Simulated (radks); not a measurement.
# C⁺ with its nuclear charge varied continuously

What is the energy between the elements? 5 electrons are held in [He] 2s2 2p1 while Z is changed in small steps.

The numbers are computed with radks (a radial shooting solver on a logarithmic mesh, Libxc functionals) version 1 (scalar-relativistic Kohn-Sham, PBE, spin-polarised, spherical densities, point nucleus; open shells are filled with parallel spins first), except any that are marked as measured or tabulated.

## 1. The system

* element: carbon (Z = 6)
* charge: +1
* electrons: 5
* configuration: [He] 2s2 2p1

The outer shells:

C⁺
```
[He] core
2s [↑↓]
2p [↑ ][  ][  ]
```

## 2. Z = 6

The run's settings:

```text
Z 6
configuration [He] 2s2 2p1
relativity scalar-relativistic
functional pbe,pbe
spin polarised
nucleus point
c 137.035999084
```

## 3. Z = 5

Changes since step 2:

```diff
@@ -1,2 +1,2 @@
-Z 6
+Z 5
 configuration [He] 2s2 2p1
```

## 4. Z = 5.1

Changes since step 3:

```diff
@@ -1,2 +1,2 @@
-Z 5
+Z 5.1
 configuration [He] 2s2 2p1
```

## 5. Z = 5.2

Changes since step 4:

```diff
@@ -1,2 +1,2 @@
-Z 5.1
+Z 5.2
 configuration [He] 2s2 2p1
```

## 6. Z = 5.3

Changes since step 5:

```diff
@@ -1,2 +1,2 @@
-Z 5.2
+Z 5.3
 configuration [He] 2s2 2p1
```

## 7. Z = 5.4

Changes since step 6:

```diff
@@ -1,2 +1,2 @@
-Z 5.3
+Z 5.4
 configuration [He] 2s2 2p1
```

## 8. Z = 5.5

Changes since step 7:

```diff
@@ -1,2 +1,2 @@
-Z 5.4
+Z 5.5
 configuration [He] 2s2 2p1
```

## 9. Z = 5.6

Changes since step 8:

```diff
@@ -1,2 +1,2 @@
-Z 5.5
+Z 5.6
 configuration [He] 2s2 2p1
```

## 10. Z = 5.7

Changes since step 9:

```diff
@@ -1,2 +1,2 @@
-Z 5.6
+Z 5.7
 configuration [He] 2s2 2p1
```

## 11. Z = 5.8

Changes since step 10:

```diff
@@ -1,2 +1,2 @@
-Z 5.7
+Z 5.8
 configuration [He] 2s2 2p1
```

## 12. Z = 5.9

Changes since step 11:

```diff
@@ -1,2 +1,2 @@
-Z 5.8
+Z 5.9
 configuration [He] 2s2 2p1
```

## 13. Z = 6.1

Changes since step 12:

```diff
@@ -1,2 +1,2 @@
-Z 5.9
+Z 6.1
 configuration [He] 2s2 2p1
```

## 14. Z = 6.2

Changes since step 13:

```diff
@@ -1,2 +1,2 @@
-Z 6.1
+Z 6.2
 configuration [He] 2s2 2p1
```

## 15. Z = 6.3

Changes since step 14:

```diff
@@ -1,2 +1,2 @@
-Z 6.2
+Z 6.3
 configuration [He] 2s2 2p1
```

## 16. Z = 6.4

Changes since step 15:

```diff
@@ -1,2 +1,2 @@
-Z 6.3
+Z 6.4
 configuration [He] 2s2 2p1
```

## 17. Z = 6.5

Changes since step 16:

```diff
@@ -1,2 +1,2 @@
-Z 6.4
+Z 6.5
 configuration [He] 2s2 2p1
```

## 18. Z = 6.6

Changes since step 17:

```diff
@@ -1,2 +1,2 @@
-Z 6.5
+Z 6.6
 configuration [He] 2s2 2p1
```

## 19. Z = 6.7

Changes since step 18:

```diff
@@ -1,2 +1,2 @@
-Z 6.6
+Z 6.7
 configuration [He] 2s2 2p1
```

## 20. Z = 6.8

Changes since step 19:

```diff
@@ -1,2 +1,2 @@
-Z 6.7
+Z 6.8
 configuration [He] 2s2 2p1
```

## 21. Z = 6.9

Changes since step 20:

```diff
@@ -1,2 +1,2 @@
-Z 6.8
+Z 6.9
 configuration [He] 2s2 2p1
```

## 22. Z = 7

Changes since step 21:

```diff
@@ -1,2 +1,2 @@
-Z 6.9
+Z 7
 configuration [He] 2s2 2p1
```

**Question.** What will these runs give? Wanted: for each run, Z; E; E(electron-nucleus)/Z; highest level; its energy; <r>.

**Answer**, as computed:

| Z | E (hartree) | E(electron-nucleus)/Z (hartree) | highest level | its energy (eV) | <r> (bohr) |
| --- | --- | --- | --- | --- | --- |
| 5 | -24.61300 | -11.3832 | 2p up | -4.019 | 2.255 |
| 5.1 | -25.76522 | -11.6606 | 2p up | -5.059 | 2.137 |
| 5.2 | -26.94517 | -11.9378 | 2p up | -6.174 | 2.033 |
| 5.3 | -28.15283 | -12.2148 | 2p up | -7.365 | 1.940 |
| 5.4 | -29.38818 | -12.4917 | 2p up | -8.629 | 1.857 |
| 5.5 | -30.65122 | -12.7684 | 2p up | -9.965 | 1.781 |
| 5.6 | -31.94193 | -13.0451 | 2p up | -11.375 | 1.712 |
| 5.7 | -33.26031 | -13.3217 | 2p up | -12.856 | 1.649 |
| 5.8 | -34.60634 | -13.5982 | 2p up | -14.408 | 1.591 |
| 5.9 | -35.98003 | -13.8747 | 2p up | -16.032 | 1.537 |
| 6 | -37.38136 | -14.1511 | 2p up | -17.727 | 1.487 |
| 6.1 | -38.81034 | -14.4275 | 2p up | -19.492 | 1.440 |
| 6.2 | -40.26696 | -14.7039 | 2p up | -21.328 | 1.396 |
| 6.3 | -41.75122 | -14.9802 | 2p up | -23.233 | 1.356 |
| 6.4 | -43.26311 | -15.2565 | 2p up | -25.210 | 1.317 |
| 6.5 | -44.80263 | -15.5328 | 2p up | -27.255 | 1.281 |
| 6.6 | -46.36979 | -15.8091 | 2p up | -29.371 | 1.247 |
| 6.7 | -47.96458 | -16.0854 | 2p up | -31.557 | 1.215 |
| 6.8 | -49.58700 | -16.3616 | 2p up | -33.812 | 1.184 |
| 6.9 | -51.23705 | -16.6379 | 2p up | -36.136 | 1.155 |
| 7 | -52.91473 | -16.9142 | 2p up | -38.530 | 1.128 |

What this shows: At Z = 6 the central difference of E is -14.152 hartree, against -14.151 from the Hellmann-Feynman theorem; the scalar-relativistic energy here is not variational, so the two differ by a part that grows with Z. The top level goes from -4.019 eV at Z = 5 to -38.530 eV at Z = 7.
